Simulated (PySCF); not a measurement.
# H2O2Sm (Sm(OH)2): the cost of one run

Computed with PySCF 2.14.0. Level: BP86, Sm lcecp-0-SVP with ECP52, O def2-SVP, H def2-SVP; scalar-relativistic core potentials, no spin–orbit coupling.

5 further runs of the same task are left out: 2 for a known fault of the program, 3 that didn't finish.

## (1) Starting geometry

5 atoms, charge 0, spin multiplicity 1.

Bond lengths: Sm1–O2 2.339 Å, Sm1–O4 2.339 Å, O2–H3 0.966 Å, O4–H5 0.966 Å. Angles: O2–Sm1–O4 180.0°, Sm1–O2–H3 158.7°, Sm1–O4–H5 158.7°.

As a file:

```xyz
5
charge 0, multiplicity 1
Sm    0.0000    0.0000    0.0000
O     0.0000    0.0000    2.3386
H     0.0000    0.3500    3.2386
O     0.0000    0.0000   -2.3386
H     0.0000   -0.3500   -3.2386
```

Formal oxidation states: Sm +2. Each metal's 6 4f electrons lie in its core potential, so multiplicities, spins and levels count the valence alone.

## (2) SCF at the start, singlet

Contents of run.py (the lines that set the calculation):

```python
mol = gto.M(atom='''
Sm     0.00000     0.00000     0.00000
O      0.00000     0.00000     2.33860
H      0.00000     0.35000     3.23860
O      0.00000     0.00000    -2.33860
H      0.00000    -0.35000    -3.23860''',
    basis={'Sm': 'lcecp-0-SVP', 'O': 'def2-SVP', 'H': 'def2-SVP'},
    ecp={'Sm': 'lcecp-0-SVP'},
    charge=0, spin=0)
mf = dft.RKS(mol, xc='B88,P86')
mf.grids.atom_grid = (50, 194)  # f atoms: unpruned, at least (60, 302)
mf = mf.density_fit()  # fitting sets: Sm AutoAux, O def2-universal-JKFIT, H def2-universal-JKFIT
mf.conv_tol = 1e-08; mf.max_cycle = 55
mf.kernel(dm0)  # dm0: free metal ions and neutral atoms
```

On the command line:

```sh
$ OMP_NUM_THREADS=2 python run.py
```

**Question.** How long does this run take on 2 threads of Arm Neoverse V2, shared host, and how much memory does it need?

About 2 s, with a peak of 0.39 GiB.
